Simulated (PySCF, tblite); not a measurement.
# CH8ClO2Si3 radical: geometry, infrared bands and EPR parameters

What infrared bands and EPR parameters should CH8ClO2Si3 radical (`C[Si@H](O[SiH3])O[SiH]Cl`) show?

Programs: tblite 0.8.0 and PySCF 2.14.0, with density-fitted response routines of our own. Each step states its level of theory. These are calculated values for one molecule in the gas phase, unless marked as measured. Atoms count from 0, in the outputs and in this text.

## Step 1: Starting geometry

15 atoms, charge 0, multiplicity 2; geometry from: force field or distance geometry start.

Bonds of the start (Å): C0–Si1 1.87, Si1–O2 1.69, O2–Si3 1.71, Si1–O4 1.70, O4–Si5 1.70, Si5–Cl6 2.08, C0–H7 1.10, C0–H8 1.11, C0–H9 1.11, Si1–H10 1.48, Si3–H11 1.47, Si3–H12 1.49, Si3–H13 1.45, Si5–H14 1.45.

## Step 2: Optimising the geometry with GFN2-xTB

What the job is given:

```
{"job": {"kind": "relax", "xc": "GFN2-xTB", "basis": "xTB"}, "charge": 0, "multiplicity": 2}
C      1.106900    -1.517900    -0.165900
Si    -0.097200    -0.106500     0.104400
O     -1.455700    -0.347000    -0.865800
Si    -2.776700     0.448200    -0.122100
O      0.708400     1.353000    -0.248100
Si     2.147900     1.358500     0.654600
Cl     3.758900     2.194300    -0.364200
H      0.835000    -2.136500    -1.036900
H      2.090600    -1.053300    -0.372400
H      1.159700    -2.207700     0.703300
H     -0.447700    -0.059200     1.539100
H     -3.999000    -0.345800    -0.292400
H     -2.484100     0.552000     1.335300
H     -2.991600     1.782900    -0.656900
H      2.440100     0.093000     1.302100
```

Command:

```sh
$ OMP_NUM_THREADS=1 python probes_run.py task.json out
```

This one command runs all jobs of the session in turn.

**Question.** This job is followed by: GFN2-xTB harmonic vibrations, gas phase; UKS B3LYP, pcH-1 on C Cl H O Si, non-relativistic, mean-field spin-orbit, GIAO. What will the session give for the following? strongest single infrared mode (GFN2-xTB); zero-point energy (GFN2-xTB); g(iso) (B3LYP); ⟨S²⟩; largest a(iso) (averaged by class); surface potential, 1st and 99th percentile.

**Answer**, as computed:

| quantity | value |
| --- | --- |
| strongest single infrared mode (GFN2-xTB) | 1048 cm⁻¹, 651 km/mol |
| zero-point energy (GFN2-xTB) | 55.0 kcal/mol |
| g(iso) (B3LYP) | 2.00325 |
| ⟨S²⟩ | 0.751 (exact 0.75) |
| largest a(iso) (averaged by class) | 29Si on Si5, -799.3 MHz |
| surface potential, 1st and 99th percentile | -0.58 V and 1.27 V |

What this shows: Over 227 steps the energy fell by 1.645 eV; of the close pairs, O2–Si3 changed most, 1.712 to 1.623 Å. The lowest mode is imaginary (21i cm⁻¹), so the xTB geometry is not a minimum. The strongest single mode, at 1048 cm⁻¹, moves mainly O4. GFN2-xTB is a fitted tight-binding method: band positions and strengths are rough. Its intensities can rank the bands wrongly. Most of the unpaired spin sits on Si5 (0.78 e). The isotropic g lies 0.9 ppt above the free-electron value.
